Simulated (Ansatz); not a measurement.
# Al: an axial (c/a) deformation path

The task here is to estimate one member of a computed series from the others.

Computed with Ansatz 0.2.0 (DFT PBEsol, scalar-relativistic, plane waves, PAW, unless a step's input says otherwise).

1 further run of the same task is left out (set aside as unsound or not needed). Runs told in other sessions of the task aren't counted.

## The system as given

The structure is hexagonal, space group P6_3/mmc (No. 194). The conventional cell has a = 2.836 Å, b = 2.836 Å, c = 9.322 Å, α = 90.00°, β = 90.00°, γ = 120.00°. Around Al (site symmetry -3m) lie 12 Al at 2.84 to 2.85 Å. Al (site symmetry -6m2) has 12 Al at 2.84 to 2.85 Å in its first shell of neighbours.

As a file:

```
CELL_PARAMETERS angstrom
2.83628 0.00000 0.00000
-1.41814 2.45629 0.00000
0.00000 0.00000 9.32215
ATOMIC_POSITIONS crystal
Al 0.00000 0.00000 0.00000
Al 0.33333 0.66667 0.25000
Al 0.00000 0.00000 0.50000
Al 0.66667 0.33333 0.75000
```

It goes back to an entry of the Materials Project, which need not be the stable form.

This cell was relaxed beforehand with the same method: volume 16.24 Å³/atom, gap on the mesh none (metal).

Set-up of the first run:

input.yaml reads:

```yaml
crystal:
  lattice:
    - [2.8362844918, 0.0, 0.0]
    - [-1.4181422459, 2.4562944222, 0.0]
    - [0.0, 0.0, 9.3221494563]
  atoms:
    - { symbol: Al, position: [0.0, 0.0, 0.0] }
    - { symbol: Al, position: [0.3333333333, 0.6666666667, 0.25] }
    - { symbol: Al, position: [0.0, 0.0, 0.5] }
    - { symbol: Al, position: [0.6666666667, 0.3333333333, 0.75] }
basis:
  ecutwfc: 420
kpoints:
  mp_grid: { grid: [24, 24, 6] }
hamiltonian:
  xc: pbesol
scf:
  occupations: { method: gaussian, width: 0.15 }
output:
  forces: true
  stress: true
  eigenvalues: true
  write_density: true
  write_potential: true
  elf: true
  volumetric_format: npy
```

Started as:

```bash
$ ansatz run input.yaml --threads 1 --pin off --max-ram 2560MiB --backend cpu --events-out ev --progress --plain --runs-dir out
```

Steps of the session up to this table: The undisturbed cell; Point ρ = 0.850; Point ρ = 1.200; Point ρ = 0.920; Point ρ = 1.100; Point ρ = 0.960; Point ρ = 1.050; At ρ = 0.800; ρ = 1.300.

One table of the session follows, with a row left open; its other results are not shown here.

Collected from the runs (energy zero: the undisturbed cell):

| ρ | ΔE (meV/atom) | pressure (GPa) |
| --- | --- | --- |
| 0.800 | 118.0 | 4.7 |
| 0.850 | 64.4 | 2.5 |
| 0.920 | 17.8 | 0.7 |
| 0.960 | 5.3 | 0.1 |
| 1.000 | 0.0 | 0.0 |
| 1.050 | 6.9 | 0.4 |
| 1.100 | 24.3 | 1.2 |
| 1.200 | ? | ? |
| 1.300 | 207.9 | 8.3 |

Q: Estimate the row for ρ = 1.200 from the others.

Worked estimate for «ΔE (meV/atom)». A straight line through the neighbours (1.100, 24.3) and (1.300, 207.9) gives 24.3 + (207.9 − 24.3) × (1.200 − 1.100) / (1.300 − 1.100) = 116.1; a parabola fitted to 3 rows on both sides gives 93.3.

The run gave: ΔE (meV/atom): 94.1; pressure (GPa): 4.0. In «ΔE (meV/atom)» the line misses by +22.0 and the parabola by -0.8.
